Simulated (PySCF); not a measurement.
# A diatomic session: GaO+

The task here is to estimate one member of a computed series from the others.

Method: Ga x2c-SVPall, O x2c-SVPall, spin-free X2C with a Gaussian nucleus; program: PySCF 2.14.0.

Set-up of the first run:

A driver script around PySCF takes these settings:

- atoms: Ga, O
- charge: 1
- basis: Ga x2c-SVPall, O x2c-SVPall
- Hamiltonian: spin-free X2C with a Gaussian nucleus
- basis functions: 46
- electrons treated: 38
- masses in u: 68.9256, 15.9949
- levels: PBE0, PBE, r²SCAN, r²SCANh, TPSS, LDA, LC-ωPBE, HF, MP2, SCS-MP2, CCSD, CCSD(T)
- grid: 80 radial by 434 angular points
- occupations: held fixed by the projection of orbital angular momentum
- dissociation limit: Ga+ + O, each in its ground configuration
- starting distance in angstrom: 1.905
- values of 2S to try: 0, 2

Launch:

```sh
OMP_NUM_THREADS=1 python dia.py task.json out
```

Steps of the session up to this table: The job; The PBE0 curve of the state that the search chose; Other states along the same grid; PBE (GGA); r²SCAN (meta-GGA); r²SCANh (hybrid meta-GGA); TPSS (meta-GGA); LDA (local density); LC-ωPBE (range-separated hybrid); UHF (mean field); Adding correlation.

One of the session's tables, all rows but one given; the rest of the session is left out.

Energy (eV) from each level's lowest point:

| R (Å) | UHF | UHF-MP2 | UHF-SCS-MP2 | UHF-CCSD | UHF-CCSD(T) |
| --- | --- | --- | --- | --- | --- |
| 2.319 | 0.295 | 0.202 | 0.217 | n/a | n/a |
| 2.426 | 0.179 | 0.107 | 0.118 | 0.109 | 0.099 |
| 2.534 | ? | ? | ? | ? | ? |
| 2.615 | 0.063 | 0.024 | 0.029 | 0.024 | 0.019 |
| 2.696 | 0.036 | 0.009 | 0.012 | 0.009 | 0.006 |
| 2.777 | 0.018 | 0.001 | 0.003 | 0.001 | 0.000 |
| 2.885 | 0.005 | 0.000 | 0.000 | 0.000 | 0.001 |
| 3.019 | 0.000 | 0.008 | 0.007 | 0.008 | 0.012 |
| 3.181 | 0.005 | 0.026 | 0.023 | 0.026 | 0.032 |
| 3.397 | 0.022 | 0.056 | 0.052 | n/a | n/a |

Estimate the missing values for R (Å) = 2.534.

Worked estimate for «UHF». A straight line through the neighbours (2.426, 0.179) and (2.615, 0.063) gives 0.179 + (0.063 − 0.179) × (2.534 − 2.426) / (2.615 − 2.426) = 0.113; a parabola fitted to 4 rows on both sides gives 0.100.

As computed: UHF: 0.102; UHF-MP2: 0.050; UHF-SCS-MP2: 0.057; UHF-CCSD: 0.051; UHF-CCSD(T): 0.043. In «UHF» the line misses by +0.011 and the parabola by -0.002.

Limits of these values: Lowest PBE0 solution found, without spin–orbit coupling: ³Σ⁻ (triplet), unpaired electrons π ↑↑. Warnings in the runs' records: inverted.
